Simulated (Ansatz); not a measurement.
One input on several machines: HSE06, a 3×2×1 supercell of LuBi2BrO4 (P4/mmm)

The runs below are of Ansatz 0.2.0 on a node with four NVIDIA GB300 Max-Q cards and 144 Grace (Neoverse V2) cores; a node with four NVIDIA GB200 cards and 144 Grace (Neoverse V2) cores; a node with eight NVIDIA H100 80GB cards and 96 AMD EPYC 7R13 cores; an Intel Xeon 6975P-C node (Granite Rapids, 96 cores, 192 hardware threads, 360 GiB), one at a time and with no other job on the machine; times are wall-clock times from launch to exit. Times and memory are rounded to two significant figures, and ratios are formed from the unrounded values. A row is a single run, so small differences between rows aren't established. System services beside the runs took up to 5 cores (rounded up). Runs with a thread on every core shared the cores with them. Precision is the program's default, which can work at lower precision in parts of a run. Card memory is the largest of readings taken every 0.4 s, so short peaks can be missed, and it isn't given for runs under about 3 s. It shows what a run took, which needn't be the least that it can run in: the program holds more work at once where threads and free memory allow.

Commands are shown without the flags for output files and display.

The PAW files were made with PBE. For this functional the program regenerates the frozen cores at set-up.

```
atoms                                                              : 48
valence electrons                                                  : 516
cell volume                                                        : 836.6 Å³
cutoff (chosen by the program)                                     : 420 eV
k mesh                                                             : 2×2×2
k points solved                                                    : 8
symmetry operations used (translations within a supercell counted) : 48
plane waves at Γ                                                   : 16333
dense FFT grid                                                     : 80×54×64
bands at the start                                                 : 310
spin                                                               : none
first density                                                      : atoms corrected by the program's trained network
```

Input:

```yaml
crystal:
  lattice:
    - [11.631267, 0.000000, 0.000000]
    - [0.000000, 7.754178, 0.000000]
    - [0.000000, 0.000000, 9.276291]
  atoms:
    - { symbol: Lu, position: [0.000000, 0.000000, 0.000000] }
    - { symbol: Bi, position: [0.166667, 0.250000, 0.732670] }
    - { symbol: Bi, position: [0.166667, 0.250000, 0.267330] }
    # ... 44 more atoms, left out here ...
    - { symbol: O, position: [0.666667, 0.750000, 0.144474] }
kpoints:
  mp_grid: { grid: [2, 2, 2] }
hamiltonian:
  xc: hse06
scf:
  occupations: { method: fixed }
output: { forces: true }
```

```
           machine share                                           command  wall time  SCF clock  outside it  CPU time  SCF iterations  exchange cycles  threads  the cards share  host memory (GiB)  fullest card (GiB)                                        remarks
               1 × GB200  ansatz run input.yaml --backend cuda --devices 1       15 s       12 s       3.2 s   2.3 min              21                3       72                                 5.6                  51  band table 1.6 s; exchange on 60×40×48 points
               1 × GB300  ansatz run input.yaml --backend cuda --devices 1       31 s       28 s       2.8 s   3.3 min              21                3       72                                 6.0                  51  band table 2.7 s; exchange on 60×40×48 points
                1 × H100  ansatz run input.yaml --backend cuda --devices 1       21 s       17 s       4.6 s   2.9 min              21                3       48                                 4.9                  50  band table 2.6 s; exchange on 60×40×48 points
               2 × GB300  ansatz run input.yaml --backend cuda --devices 2       23 s       19 s       3.7 s   3.0 min              21                3     2×72         k points                7.0                  37                               band table 2.2 s
                4 × H100  ansatz run input.yaml --backend cuda --devices 4       21 s       14 s       7.1 s   3.5 min              21                3     4×24         k points                6.1                  34                               band table 2.7 s
96 threads, Xeon 6975P-C               ansatz run input.yaml --backend cpu       60 s       58 s       2.6 s    66 min              21                3       96                                  29                      band table 6.1 s; exchange on 60×40×48 points
```

The SCF clock is the program's own. It runs from the start of the first SCF loop to the final result and holds forces, stress, later SCFs and response steps. Outside it lie start-up, exit and the set-up ahead of the first loop, which depends on the cell and the method.

SCF iterations are those that the program logged, summed over all steps and exchange cycles of a run; an SCF made in search of a lower state can go uncounted. A hybrid's count includes the PBE SCF that it starts from.

«exchange on a×b×c points»: exact exchange forms its pair densities on this grid and not on the dense one, without the augmentation charges, which are treated apart. «band table a s»: behind the SCF the program solved its bands further for a band table, asked for or not, which took a s of the SCF clock (told where that is 5 % of it or more). Threads written as a×b are a pools of b host workers, as the log lists them; the log's own count of threads can differ.

The machines don't compute alike at the default precision: the logs show emulated matrix products on GB200 and GB300, and some doubles held as pairs of floats on GB300.

The runs on cards also kept host threads busy (see the CPU time), so differences between cards can come from their hosts too.

Among these rows the slowest by wall time (96 threads, Xeon 6975P-C) takes 4.0 times as long as the fastest (1 × GB200). Up to 34 % of a wall time lies outside the SCF clock (4 × H100), so the wall times show the speed at the clocked work only in part. On the SCF clock alone the slowest (96 threads, Xeon 6975P-C) takes 4.8 times as long as the fastest (1 × GB200).

The gap on the SCF clock between 1 × GB300 and 1 × GB200 (28 s against 12 s) wasn't traced.

**Question.** How long does the same input take on 2 × GB200 (ansatz run input.yaml --backend cuda --devices 2)?

**Answer.** 14 s, in 21 SCF iterations, about 7 % less than the time on 1 × GB200; peak host memory 6.4 GiB, 37 GiB on the fullest card. Of the wall time 9.7 s is on the SCF clock and 4.4 s outside. On the SCF clock alone it is 0.82 times that on 1 × GB200 (9.7 s against 12 s). It made 3 exchange cycles. The cards share k points, with 2 pools of 72 host workers by the log's list (its own count of threads can differ). Remarks: band table 1.6 s. The gap on the SCF clock between 2 × GB300 and 2 × GB200 (19 s against 9.7 s) wasn't traced.
